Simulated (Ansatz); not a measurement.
# InCl (SMILES [Cl][In]): levels of theory compared

Aim: a comparison of 6 runs (UHF/STO-3G, B2PLYP/STO-3G, HSE06/STO-3G, PBE/STO-3G, CCSD/STO-3G, UCCSD(T)/STO-3G) of InCl. 

The calculation is run with Ansatz 0.2.0.

47 further runs of the same task are left out: 4 that didn't finish, 43 set aside as unsound or not needed.

## Step 1: The molecule

The species is InCl (2 atoms), meant as a singlet with charge 0. SMILES: `[Cl][In]`. The In2–Cl1 distance was set to 4.827 Å, away from the relaxed value.

## Step 2: The energy at UHF/STO-3G (run 1)

The input, job.yaml:

```yaml
basis:
  gaussian:
    orbitals: STO-3G
crystal:
  periodic: [false, false, false]
  atoms:
    - symbol: Cl
      position_ang: [0.000000, -0.000000, -2.427410]
    - symbol: In
      position_ang: [-0.000000, 0.000000, 2.399590]
magnetization:
  spin_polarized: true
hamiltonian:
  xc: hf
accuracy: high
```

Run with:

```console
$ ansatz run job.yaml --threads 1 --pin off --max-ram 3480MiB --events-out events.jsonl --progress --plain --runs-dir runs
```

The program printed:

```text
Warning: RAYON_NUM_THREADS=1 ignored (pool sized by the plan → 1); use --threads N
Functional definition: HF
  name "HF"
  exchange = exact_x
  correlation = 0
599 factors; integrals over basis functions are off by at most 4.1e-9 eV
mean field evaluation 1: about -167004.9244 eV, gradient 1.7e0 eV
mean field evaluation 2: about -167004.9395 eV, gradient 1.7e0 eV
mean field evaluation 4: about -167005.0230 eV, gradient 2.6e-1 eV
mean field evaluation 8: about -167005.0429 eV, gradient 9.1e-2 eV
mean field evaluation 16: about -167005.0443 eV, gradient 2.6e-5 eV
mean field evaluation 32: about -167005.0909 eV, gradient 2.7e-8 eV
mean field evaluation 64: about -167004.9822 eV, gradient 2.5e-1 eV
mean field evaluation 96: about -167004.8749 eV, gradient 4.3e-1 eV
mean field evaluation 128: about -167004.9801 eV, gradient 2.4e-3 eV
mean field evaluation 160: about -167002.6978 eV, gradient 1.1e1 eV
mean field -167005.09089499 eV, -6137.3238902745 hartree, gradient 2.6e-8 eV, S^2 0.475182; 7 other end points of the search recorded, 0 dependent functions left out
reference -167005.09089499 eV, -6137.3238902745 hartree; 33, 33 occupied and 3, 3 virtual orbitals, 599 factors
Total energy: -167005.09089499 eV, -6137.3238902745 hartree
```

It took 1.1 s on 1 thread of AMD EPYC 9R45 (Zen 5), shared host.

## Step 3: The energy at B2PLYP/STO-3G (run 2)

The input, run.yaml:

```yaml
crystal:
  periodic: [false, false, false]
  atoms:
    - {symbol: Cl, position_ang: [0.000000, -0.000000, -2.427410]}
    - {symbol: In, position_ang: [-0.000000, 0.000000, 2.399590]}
basis:
  gaussian:
    orbitals: STO-3G
hamiltonian:
  xc: {name: B2PLYP}
correlation:
  frozen_orbitals: {Cl: 5, In: 18}
accuracy: high
```

Run with:

```console
$ ansatz run run.yaml --threads 1 --pin off --max-ram 3480MiB --events-out events.jsonl --progress --plain --runs-dir runs
```

The program printed:

```text
Warning: RAYON_NUM_THREADS=1 ignored (pool sized by the plan → 1); use --threads N
Functional definition: B2PLYP
  name "B2PLYP"
  parameter a = 0.53
  parameter c = 0.27
  exchange = (1 - a)*b88_x + a*exact_x
  correlation = (1 - c)*lyp_c + c*(mp2_os + mp2_ss)
599 factors; integrals over basis functions are off by at most 4.1e-9 eV
mean field evaluation 1: about -167057.1117 eV, gradient 2.6e0 eV
mean field evaluation 2: about -167057.1193 eV, gradient 2.6e0 eV
mean field evaluation 4: about -166845.3838 eV, gradient 1.3e2 eV
mean field evaluation 8: about -167057.7414 eV, gradient 8.9e-2 eV
mean field evaluation 16: about -167057.1271 eV, gradient 6.5e0 eV
mean field evaluation 32: about -167057.7417 eV, gradient 3.0e-2 eV
mean field -167057.74179091 eV, -6139.2587750117 hartree, gradient 1.3e-8 eV, S^2 0.000000; 4 other end points of the search recorded, 0 dependent functions left out; unrestricted orbitals would lower it
23 core orbitals not correlated: weight in the atoms' cores, before any rotation towards them, 1.000 or more for the frozen orbitals, at most 0.000 for the correlated occupied ones
reference -167057.74181063 eV, -6139.2587757363 hartree; 10, 10 occupied and 3, 3 virtual orbitals, 599 factors
second order -2.10521556 eV of doubles, -0.00000000 eV of singles
Total energy: -167058.31021883 eV, -6139.2796643523 hartree
```

Wall time 1.1 s (1 thread of AMD EPYC 9R45 (Zen 5), shared host); peak memory 0.14 GiB.

Runs 3 to 5 aren't shown in full; the table further down has their settings and results.

## Step 4: The energy at UCCSD(T)/STO-3G (run 6)

The input, in.yaml:

```yaml
crystal:
  periodic: [false, false, false]
  atoms:
    - {symbol: Cl, position_ang: [0.000000, -0.000000, -2.427410]}
    - {symbol: In, position_ang: [-0.000000, 0.000000, 2.399590]}
basis:
  gaussian:
    orbitals: STO-3G
magnetization:
  spin_polarized: true
  initial_magnetization: 0
correlation:
  method: ccsd_t
  frozen_orbitals: {Cl: 5, In: 18}
accuracy: high
scf:
  omitted_lower_state_checks: [cluster_reference, increment]
```

Run with:

```console
$ ansatz run in.yaml --threads 1 --pin off --max-ram 3480MiB --events-out events.jsonl --progress --plain --runs-dir runs
```

The program printed:

```text
Warning: RAYON_NUM_THREADS=1 ignored (pool sized by the plan → 1); use --threads N
[... 18 lines left out ...]
23 core orbitals not correlated: weight in the atoms' cores, before any rotation towards them, 1.000 or more for the frozen orbitals, at most 0.000 for the correlated occupied ones
[... 88 lines left out ...]
WARN: these amplitudes may be one of several solutions (largest doubles amplitude 0.16, level shift 10.78 eV)
Total energy: -167006.09697978 eV, -6137.3608632085 hartree
Checks for a lower state left out: cluster_reference, increment
```

It took 2.5 s on 1 thread of AMD EPYC 9R45 (Zen 5), shared host; peak memory 0.13 GiB.

## Step 5: Overview of the runs

| run | level | frozen core orbitals | energy (Eh) | wall time |
| --- | --- | --- | --- | --- |
| 1 | UHF/STO-3G | – | -6137.323890 | 1.1 s |
| 2 | B2PLYP/STO-3G | 23 | -6139.279664 | 1.1 s |
| 3 | HSE06/STO-3G | – | -6139.500470 | 1.1 s |
| 4 | PBE/STO-3G | – | -6139.097350 | 0.88 s |
| 5 | CCSD/STO-3G | 23 | -6137.360894 | 0.4 s |
| 6 | UCCSD(T)/STO-3G | 23 | -6137.360863 | 2.5 s |

## Step 6: Outcome

| quantity | value |
| --- | --- |
| run 6: total energy | -6137.36086 Eh |
| run 6: correlation energy (23 core orbitals frozen) | -37.0 mEh |
| run 6: (T) correction | 0.03 mEh |
| run 6: ⟨S²⟩ of the reference determinant | 0.475 |
| run 6: T1 diagnostic | 0.095 |

What this shows: Below the UHF energy at the same shape and in the same basis (STO-3G): CCSD -37.0 mEh; UCCSD(T) -37.0 mEh. Some of these start from another determinant than that one, so these aren't their correlation energies. Totals of different functionals can't be ranked against each other. In runs 2, 5 the log says that unrestricted orbitals would lower the reference, so the values rest on an unstable closed-shell determinant (other closed-shell runs at this shape may share the fault). In runs 1, 2, 3, 4, 5, 6 the basis is minimal, so the values are rough. In runs 1, 2, 3, 4, 5, 6 relativity is left out where basis or elements ask for it. Spin contamination of the reference: run 1 ⟨S²⟩ = 0.48, run 6 ⟨S²⟩ = 0.48. All runs together took 7 s, the longest 2.5 s.
